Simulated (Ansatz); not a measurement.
**Si: squeezing one contact**

An exercise on one series of results from a longer session: the logs are not shown, and one member is left open.

Computed with Ansatz 0.2.0 (DFT r²SCAN, with the methods named in each step, unless a step's input says otherwise).

1 further run of the same task is left out (it didn't finish).

**The starting structure**

The structure is hexagonal, space group P6_3/mmc (No. 194). The conventional cell has a = 2.836 Å, b = 2.836 Å, c = 4.594 Å, α = 90.00°, β = 90.00°, γ = 120.00°. Around Si (site symmetry -6m2) lie 12 Si at 2.82 to 2.84 Å.

Structure file:

```xyz
2
Lattice="2.8360 0.0000 0.0000 -1.4180 2.4560 0.0000 0.0000 0.0000 4.5943" Properties=species:S:1:pos:R:3 pbc="T T T"
Si    0.0000    1.6373    1.1486
Si    1.4180    0.8187    3.4457
```

Atoms are numbered in the order of the input: Si1, Si2.

Set-up of the first run:

Contents of input.yaml:

```yaml
crystal:
  lattice:
    - [2.8359687699, 0.0, 0.0]
    - [-1.417984385, 2.4560209991, 0.0]
    - [0.0, 0.0, 4.5942694073]
  atoms:
    - { symbol: Si, position: [0.3333333333, 0.6666666667, 0.25] }
    - { symbol: Si, position: [0.6666666667, 0.3333333333, 0.75] }
kpoints:
  mp_grid: { grid: [12, 12, 7] }
scf:
  occupations: { method: fermi_dirac, width: 0.05 }
hamiltonian:
  xc: r2scan
  pseudopotentials: { kind: paw }
output:
  forces: true
  stress: true
  eigenvalues: true
  efg: { contact_densities: true }
  populations: true
  write_density: true
  write_potential: true
  elf: true
  volumetric_format: npy
```

Launch:

```
$ ansatz run input.yaml --threads 1 --pin off --max-ram 2048MiB --backend cpu --events-out ev --progress --plain --runs-dir out
```

Steps of the session up to this table: Shortest bond scaled by 1, PAW; Shortest bond scaled by 0.82, PAW; Shortest bond scaled by 0.76, PAW; Shortest bond scaled by 0.64, PAW; Shortest bond scaled by 0.58, PAW; Shortest bond scaled by 0.58, PAW (level accurate).

One of the session's tables, all rows but one given; the rest of the session is left out.

```
              method  length (Å)  F from the given length (eV/cell)  force along the bond (eV/Å)  pressure (GPa)  largest force (eV/Å)
                 PAW       1.636                              6.761                       27.742           76.37                27.762
                 PAW       1.805                              3.281                       14.640           43.18                14.680
                 PAW       2.144                              0.580                        3.568            7.95                 3.705
                 PAW       2.313                              0.175                        1.360           -0.94                 1.475
                 PAW       2.821                                  ?                            ?               ?                     ?
PAW (level accurate)       1.636                                  –                       27.664           76.17                27.684
```

**Question.** Estimate the row for PAW, 2.821.

As computed: F from the given length (eV/cell): 0.000; force along the bond (eV/Å): 0.000; pressure (GPa): -9.76; largest force (eV/Å): 0.000.
